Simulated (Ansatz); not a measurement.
Predict the output of the script below (Ansatz's Python interface).

`opt_cl2hisn.py`:
```python
'''Relax the Cl2HISn molecule.'''

import ansatz
import numpy as np

GEOMETRY = '''
Cl    0.05070   -1.35530    1.95780
Sn    0.14450   -0.04370   -0.03320
Cl    0.48880    2.22150    0.49770
I    -2.11130   -0.25610   -1.43700
H     1.47710   -0.64010   -1.02670
'''


def main() -> None:
    mol = ansatz.Crystal.molecule()
    for line in GEOMETRY.strip().splitlines():
        symbol, *xyz = line.split()
        mol = mol.atom(symbol, [float(v) for v in xyz])

    setup = mol.calculation()
    setup = setup.basis(gaussian='def2-SVP')
    setup = setup.functional('pbe0', dispersion='d3bj')
    symbols = [site.symbol for site in mol.cartesian_sites]
    start = np.array([site.position_ang for site in mol.cartesian_sites], dtype=float)
    rep = setup.relax(force_tolerance=0.02).run(threads=1, pin='off').report
    end = np.array(rep['positions_ang'])

    print(f'E = {rep["free_energy_ev"]:.6f} eV = {rep["free_energy_ev"] / 27.211386246:.7f} Ha')
    print('converged:', rep['converged'], ' doubts:', rep['published_state_doubts'] or 'none')

    print('bond        before    after (A)')
    for i, j in [(0, 1), (1, 2), (1, 3), (1, 4)]:
        d0, d1 = (np.linalg.norm(xyz[i] - xyz[j]) for xyz in (start, end))
        print(f'{symbols[i]}{i}-{symbols[j]}{j}'.ljust(10), f'{d0:8.4f} {d1:8.4f}')
    for i, j, k in [(0, 1, 2), (0, 1, 3), (0, 1, 4), (2, 1, 3), (2, 1, 4), (3, 1, 4)]:
        u, v = end[i] - end[j], end[k] - end[j]
        print(f'angle {symbols[i]}{i}-{symbols[j]}{j}-{symbols[k]}{k}: {np.degrees(np.arccos(np.clip(u @ v / np.linalg.norm(u) / np.linalg.norm(v), -1, 1))):.2f} deg')


if __name__ == '__main__':
    main()
```

`python opt_cl2hisn.py` gives:
```text
E = -38981.879152 eV = -1432.5576360 Ha
converged: True  doubts: none
bond        before    after (A)
Cl0-Sn1      2.3860   2.3350
Sn1-Cl2      2.3519   2.3350
Sn1-I3       2.6654   2.6632
Sn1-H4       1.7659   1.7028
angle Cl0-Sn1-Cl2: 106.69 deg
angle Cl0-Sn1-I3: 108.60 deg
angle Cl0-Sn1-H4: 109.80 deg
angle Cl2-Sn1-I3: 108.58 deg
angle Cl2-Sn1-H4: 109.82 deg
angle I3-Sn1-H4: 113.13 deg
```

Caveats:
- The settings weren't tested for convergence.
- The end point is the stationary point reached from this start; no frequency run checks that it is a minimum, and the basis set is modest.
- def2 sets replace the cores of elements past krypton by effective core potentials.
- Hardware and time: 31 s on 1 thread of Arm Neoverse V1 (shared host), peak memory 0.31 GiB.

(Lines on the test bed's own set-up are left out of the output.)
